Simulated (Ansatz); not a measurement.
# F5H3NW: the cost of one run

Method: UHF/def2-SVP, in Ansatz 0.2.0.

### 1 The system as given

Bond lengths: W1–H2 1.970 Å, W1–F3 1.850 Å, W1–F4 1.850 Å, W1–F5 1.850 Å, W1–F6 1.850 Å, W1–F7 1.850 Å, N8–H9 1.060 Å, N8–H10 1.060 Å. Angles (14 of 16 angles, heavy atoms first): F3–W1–F4 90.0°, F3–W1–F5 180.0°, F3–W1–F6 90.0°, F3–W1–F7 90.0°, F4–W1–F5 90.0°, F4–W1–F6 180.0°, F4–W1–F7 90.0°, F5–W1–F6 90.0°, F5–W1–F7 90.0°, F6–W1–F7 90.0°, H2–W1–F3 90.0°, H2–W1–F4 90.0°, H2–W1–F5 90.0°, H2–W1–F6 90.0°.

Coordinates:

```xyz
10

W     0.0000    0.0000    0.0000
H     0.0000    0.0000    1.9700
F     1.8500    0.0000    0.0000
F     0.0000    1.8500    0.0000
F    -1.8500    0.0000    0.0000
F     0.0000   -1.8500    0.0000
F     0.0000    0.0000   -1.8500
N     0.0000    0.0000    3.3300
H    -0.4960   -0.7725    3.8600
H     0.4960    0.7725    3.8600
```

### 2 A restrained relaxation towards end A

Springs on the bonds that form and break draw the guess towards this end; the thresholds are loose.

The input, input.yaml:

```yaml
crystal:
  periodic: [false, false, false]
  atoms:
    - { symbol: W, position_ang: [0.0, 0.0, 0.0] }
    - { symbol: H, position_ang: [0.0, 0.0, 1.97] }
    - { symbol: F, position_ang: [1.85, 0.0, 0.0] }
    - { symbol: F, position_ang: [0.0, 1.85, 0.0] }
    - { symbol: F, position_ang: [-1.85, 0.0, 0.0] }
    - { symbol: F, position_ang: [0.0, -1.85, 0.0] }
    - { symbol: F, position_ang: [0.0, 0.0, -1.85] }
    - { symbol: "N", position_ang: [0.0, 0.0, 3.33] }
    - { symbol: H, position_ang: [-0.496, -0.7725, 3.86] }
    - { symbol: H, position_ang: [0.496, 0.7725, 3.86] }
magnetization:
  spin_polarized: true
  initial_magnetization: 1
basis:
  gaussian: { orbitals: def2-SVP }
hamiltonian:
  xc: hf
relax:
  f_tol: 0.15
  max_steps: 25
  restrain:
    - { distance: [1, 7], at: 2.26, k: 30.0 }
    - { distance: [0, 1], at: 1.72, k: 30.0 }
```

Run with:

```sh
$ ansatz run input.yaml --threads 4 --pin off --max-ram 5120MiB --backend cpu --events-out ev --progress --plain --runs-dir out
```

What time and memory should one allow on 4 threads of Arm Neoverse V1, shared host?

About 2.7 min, with a peak of 0.52 GiB.
